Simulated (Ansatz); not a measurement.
**Si4O8, 12 atoms: one timed run**

Wanted: the time that a single point at HSE06 takes for Si4O8.

Program: Ansatz 0.2.0 (single point, HSE06, plane waves PAW). Host: Arm Neoverse N1, 56 cores, 56 hardware threads, 90 GiB; it was booked for these runs alone, one at a time. Each run is timed once from launch to exit, start-up included.

## 1. The system

The cell holds 12 atoms in 179 Å³, 1×1×2 copies of a database cell, with the atoms displaced at random so that no symmetry is left.

## 2. Baseline

The input, input.yaml:

```yaml
crystal:
  lattice:
    - [-2.477290, 2.477290, 3.655671]
    - [2.477290, -2.477290, 3.655671]
    - [4.954580, 4.954580, -7.311342]
  atoms:
    - { symbol: Si, position: [0.018471, -0.005236, 0.001560] }
    - { symbol: Si, position: [0.751157, 0.256598, 0.244462] }
    - { symbol: O, position: [0.371723, 0.215850, 0.169148] }
    - { symbol: O, position: [0.965120, 0.620952, 0.422260] }
    - { symbol: O, position: [0.771051, 0.128334, 0.074444] }
    - { symbol: O, position: [0.849738, 0.037620, 0.325059] }
    - { symbol: Si, position: [-0.005872, 0.002120, 0.500908] }
    - { symbol: Si, position: [0.750417, 0.243250, 0.750757] }
    - { symbol: O, position: [0.362854, 0.233189, 0.668394] }
    - { symbol: O, position: [0.970154, 0.625151, 0.924258] }
    - { symbol: O, position: [0.776266, 0.128815, 0.562250] }
    - { symbol: O, position: [0.873153, 0.025927, 0.824381] }
kpoints:
  mp_grid: { grid: [1, 1, 1] }
hamiltonian:
  xc: hse06
  pseudopotentials: { azcp: { folder: soft_1 } }
scf:
  occupations: { method: fixed }
output: { forces: true }
```

The run is started by

```bash
taskset -c 8-63 ansatz run input.yaml --backend cpu --max-ram 64GiB --events-out ev --progress --plain --runs-dir out
```

Output:

```text
exact exchange: scf.exx.singularity resolves to wigner_seitz, which cuts the screened interaction at the faces of the exchange supercell's Wigner-Seitz cell, so that each pair interacts once, at the shortest of its separations (the periodic images that this le
Engine: ansatz 0.2.0, aarch64-unknown-linux-gnu
Pseudopotentials: kind: paw
Pseudopotential: Si, paw, valence charge 4, recommended cutoff 420 eV (normal), <dir>
Pseudopotential: O, paw, valence charge 6, recommended cutoff 420 eV (normal), <dir>
Functional definition: HSE06
  exchange = pbe_x - a*pbe_x_sr(omega) + a*exact_x_sr(omega)
  correlation = pbe_c
davidson cushion auto → on  (no smearing: the cushion is to keep the highest requested band from converging to the state above it; pin scf.eigensolver.cushion to override)
Crystal: 12 atoms, lattice volume = 179.478 Å³
Basis set: ecut = 420 eV, 3525 PW (Γ), exchange–correlation on 72×72×144 points (8 copies of the dense FFT grid, shifted against one another)
Bands: 44, of which v1, the nominal top of the filled ones, is band 32 counted from 1 (31 counted from 0)
Symmetry: 1 space group operations
Space group: P1 (ITA 1), of the structure as read, at distance tolerance 5.6e-5 Å
k-points: 1
Non-local potential: Si, projectors of the file, l = 0: 2, l = 1: 2, l = 2: 1
Non-local potential: O, projectors of the file, l = 0: 2, l = 1: 2, l = 2: 1
PAW form: soft (Blöchl's): semilocal exchange-correlation on the pseudo side does not see the compensation charge
PAW frozen core: Si, regenerated for the run's functional, and the local potential with it (the file was generated under x = pbe(κ = 0.804, μ = 0.2195149727645171), c = pbe(β = 0.06672455060314922))
PAW frozen core: O, regenerated for the run's functional, and the local potential with it (the file was generated under x = pbe(κ = 0.804, μ = 0.2195149727645171), c = pbe(β = 0.06672455060314922))
PAW one-centre angular grid: Si, 110 points (default); XC on 64 Gauss nodes
PAW one-centre angular grid: O, 110 points (default); XC on 96 Gauss nodes
Initial density: superposition of atomic densities (chi_scale 0.1, normalization cell, long waves kept (reshape's long-wave potential 0.03 eV rms))
Initial wavefunctions: pseudopotential atomic-orbital guess
Functional: x = pbe(κ = 0.804, μ = 0.2195149727645171), c = pbe(β = 0.06672455060314922), warm-up for x = pbe(κ = 0.804, μ = 0.2195149727645171) + 0.25 (exact − pbe) at short range (hse, ω = 0.20786987370883472 Å⁻¹), c = pbe(β = 0.06672455060314922); HSE06 as
SCF iter   1: F=—  HF=-7101.450749 eV  |F-HF|=—  |Δ(HF+E_count)|=         —  Δρ=1.31e-1  dr2=2.76e1  ethr=1.00e-1  ⟨swp⟩=5.0  Hψ=162  notcnv=0
preconditioner: auto → none  [insulator: Δε(μ)=7.331 eV  Ē_g=17.961 eV  n_scr=36 (ndim 8)  ℏωp=22.2 eV  f_vac=0.145]
SCF iter   2: F=—  HF=-7094.470905 eV  |F-HF|=—  |Δ(HF+E_count)|=    6.98e0  Δρ=6.64e-2  dr2=3.35e0  ethr=4.32e-2  ⟨swp⟩=4.0  Hψ=130  notcnv=0
SCF iter   3: F=—  HF=-7093.661732 eV  |F-HF|=—  |Δ(HF+E_count)|=   8.09e-1  Δρ=2.13e-2  dr2=3.43e-1  ethr=5.23e-3  ⟨swp⟩=3.0  Hψ=118  notcnv=0
SCF iter   4: F=—  HF=-7093.727672 eV  |F-HF|=—  |Δ(HF+E_count)|=   6.59e-2  Δρ=6.48e-3  dr2=6.28e-2  ethr=5.37e-4  ⟨swp⟩=4.0  Hψ=115  notcnv=0
SCF iter   5: F=—  HF=-7093.711725 eV  |F-HF|=—  |Δ(HF+E_count)|=   1.59e-2  Δρ=1.96e-3  dr2=6.57e-3  ethr=9.81e-5  ⟨swp⟩=4.0  Hψ=122  notcnv=0
iter 6 solved again at ethr=7.81e-7 eV; its pass at ethr=1.03e-5 eV (dr2=5.00e-4 eV) is discarded
SCF iter   6: F=-7093.709053 eV  HF=-7093.709274 eV  |F-HF|=2.21e-4  |Δ(HF+E_count)|=   2.45e-3  Δρ=5.58e-4  dr2=4.68e-4  ethr=7.81e-7  ⟨swp⟩=4.0  Hψ=226  notcnv=0
SCF 1 stopped early in 6 iterations: F = -7093.709053 eV  dr2 = 4.68e-4
Initial density: handed on by an earlier stage of this run
Initial wavefunctions: those handed on with the density
Functional: x = pbe(κ = 0.804, μ = 0.2195149727645171) + 0.25 (exact − pbe) at short range (hse, ω = 0.20786987370883472 Å⁻¹), c = pbe(β = 0.06672455060314922); HSE06 as pw.x's `hse` composes it (authors' and Libxc's form: `xc: wpbeh`)
Exchange kernel: α = 0.2500, screened, ω = 0.2079 Å⁻¹, Wigner–Seitz truncation, v(0) = 535.7144 eV·Å³, q-mesh 1×1×1, nearest image of the exchange supercell L = 5.06 Å, pair-density grid 20×20×40, without the augmentation charges, whose exchange is taken in it
Frozen-core exchange: fock
SCF iter   1: F=—  HF=-7095.192548 eV  |F-HF|=—  |Δ(HF+E_count)|=         —  Δρ=6.46e-3  dr2=5.91e-2  ethr=7.31e-6  ⟨swp⟩=8.0  Hψ=242  notcnv=0
preconditioner: auto → none  [insulator: Δε(μ)=7.322 eV  Ē_g=18.995 eV  n_scr=36 (ndim 8)  ℏωp=22.2 eV  f_vac=0.253]
SCF iter   2: F=—  HF=-7095.172127 eV  |F-HF|=—  |Δ(HF+E_count)|=   2.04e-2  Δρ=1.96e-3  dr2=7.68e-3  ethr=7.31e-6  ⟨swp⟩=4.0  Hψ=150  notcnv=0
SCF iter   3: F=—  HF=-7095.189549 eV  |F-HF|=—  |Δ(HF+E_count)|=   1.74e-2  Δρ=8.55e-4  dr2=1.37e-3  ethr=7.31e-6  ⟨swp⟩=4.0  Hψ=146  notcnv=0
SCF iter   4: F=—  HF=-7095.189155 eV  |F-HF|=—  |Δ(HF+E_count)|=   3.95e-4  Δρ=2.78e-4  dr2=1.17e-4  ethr=2.03e-6  ⟨swp⟩=3.0  Hψ=128  notcnv=0
SCF iter   5: F=—  HF=-7095.189337 eV  |F-HF|=—  |Δ(HF+E_count)|=   1.82e-4  Δρ=1.40e-4  dr2=2.28e-5  ethr=1.58e-7  ⟨swp⟩=6.0  Hψ=154  notcnv=0
SCF iter   6: F=-7095.189328 eV  HF=-7095.189329 eV  |F-HF|=7.13e-7  |Δ(HF+E_count)|=   8.25e-6  Δρ=2.91e-5  dr2=1.91e-6  ethr=3.45e-8  ⟨swp⟩=4.0  Hψ=111  notcnv=0
SCF 2 stopped early in 6 iterations: F = -7095.189328 eV  dr2 = 1.91e-6
  Residual-converged pass: ⟨swp⟩=4.0  Hψ=138  notcnv=0  max |occ|·‖R‖ = 5.6e-6 eV (tolerance 6.7e-6 eV)  dr2=1.73e-6  dr2_onsite=2.82e-7  max |Δocc| = 0.0e0
hybrid outer 1: dexx = +2.186e-2 eV, tail = 2.49e-5 eV
Exchange kernel: α = 0.2500, screened, ω = 0.2079 Å⁻¹, Wigner–Seitz truncation, v(0) = 535.7144 eV·Å³, q-mesh 1×1×1, nearest image of the exchange supercell L = 5.06 Å, pair-density grid 20×20×40, without the augmentation charges, whose exchange is taken in it
Frozen-core exchange: fock
[... 5 lines ...]
  Residual-converged pass: ⟨swp⟩=3.0  Hψ=114  notcnv=0  max |occ|·‖R‖ = 1.3e-6 eV (tolerance 2.4e-6 eV)  dr2=4.07e-8  dr2_onsite=1.52e-9  max |Δocc| = 0.0e0
hybrid outer 2: dexx = +2.785e-7 eV, tail = 8.69e-8 eV, Δε = 9.27e-4 eV (about 5.86e-5 eV left of the loop's levels), ΔF = 2.41e-3 eV/Å (tail 4.74e-4)
hybrid SCF converged: 2 outer / 9 inner (+6 warm-up), last move |dexx| = 2.79e-7 eV, tail = 8.69e-8 eV
Stability not checked: this state was not tested for a lower state beside it, because the functional holds exact exchange (a hybrid, or Hartree-Fock), whose exchange loop this test does not read (fock_operator; see scf.lower_state_search)
Free energy (F): -7095.189205 eV
Frozen-core exchange: fock
Harris-Foulkes:  -7095.189205 eV  (|F-HF|=2.48e-8)
Internal energy: -7095.189205 eV  (E = F + TS)
E sigma→0 (E₀):  -7095.189205 eV
Fermi energy:    -0.192952 eV
--- Per-component energies (eV) ---
  E_band       = -487.332088
  E_kinetic    = 1569.932097
  E_local      = -4672.676926  (includes V_loc(G=0)·N_el)
  E_nonlocal   = 497.266598
  E_hartree    = 1769.012213
  E_xc         = -647.295264
  E_vxc        = -742.322322  (∫ρ·V_xc dr)
  E_exx        = -184.798100  (= α·E_x^exact, valence–valence)
  E_paw        = -3333.897125  (= ΣΔE_a)
  E_vpaw       = -307.957918  (= ΣTr[D̂ρ^β])
  E_aug_tail   = 0.006590  (compensation charges beyond the density's cutoff)
  E_ewald      = -2092.289548
  E_core_change = -0.449744  (= ΣΔE_core)
  E_smearing   = -0.000000  (= −TS)
  E_closure    = 0.000003  (closes the sum)
  Σ components = -7095.189205   (vs F -7095.189205, Δ=0.00e0)
--- Forces (eV/Å), atoms counted from 1 ---
  atom   1  Si     1.72315546    -3.30732434    -2.23303484
  atom   2  Si     0.65531752     1.25988170    -2.99258760
  atom   3  O      1.05103048     1.88355386     1.59113095
  atom   4  O      2.15836953     0.41049219     1.69296889
  atom   5  O     -3.71774802    -0.14848895     2.54638795
  atom   6  O     -1.18835065     0.00395007     0.29798575
  atom   7  Si    -4.03546949    -0.37554804     2.37876971
  atom   8  Si    -0.28487483    -3.08675763     1.45927643
  atom   9  O     -0.48780909     3.24243056     1.37628660
  atom  10  O     -0.67980530     0.48718248    -0.66614889
  atom  11  O      5.52692411    -0.48062278    -5.10677610
  atom  12  O     -0.72072168     0.11128433    -0.34420082
  max |Σ_I F_I| component: 5.80e-5 eV/Å
--- Band table (eV) ---
  k-point 0: bands = ["-21.3452", "-20.3659", "-20.3183", "-19.5182", "-19.2057", "-18.9899", "-18.9588", "-18.3352", "-10.1391", "-8.0762", "-7.8899", "-6.4154", "-6.1978", "-5.9586", "-5.4452", "-5.1908", "-3.5201", "-3.3619", "-3.1557", "-2.8290", "-2.7602"
  guard bands above this table: 11 of the run's 44 bands. The solve was not asked for them (output.publish_guard_bands: true or output.eigenvalues: true publishes all)
```

Wall time 1.8 s, CPU time 27 s, peak memory 0.73 GiB, 15 SCF iterations in all (44 threads).

Size of the job: 1 k-point, 3525 plane waves, 44 bands, 64 valence electrons, 1 symmetry operation.

Where the time went (the program's own counters):

```csv
phase,seconds,share of the wall time
diag,0.49,27 %
published_bands,0.13,7 %
ace_build,0.12,7 %
potential,0.11,6 %
density,0.047,3 %
```

## 3. Summary of results

| quantity | value |
| --- | --- |
| reference | 1.8 s on 44 threads |

What this shows: CPU time over wall time is 15, for 44 threads. The figures hold for this build, input and host.
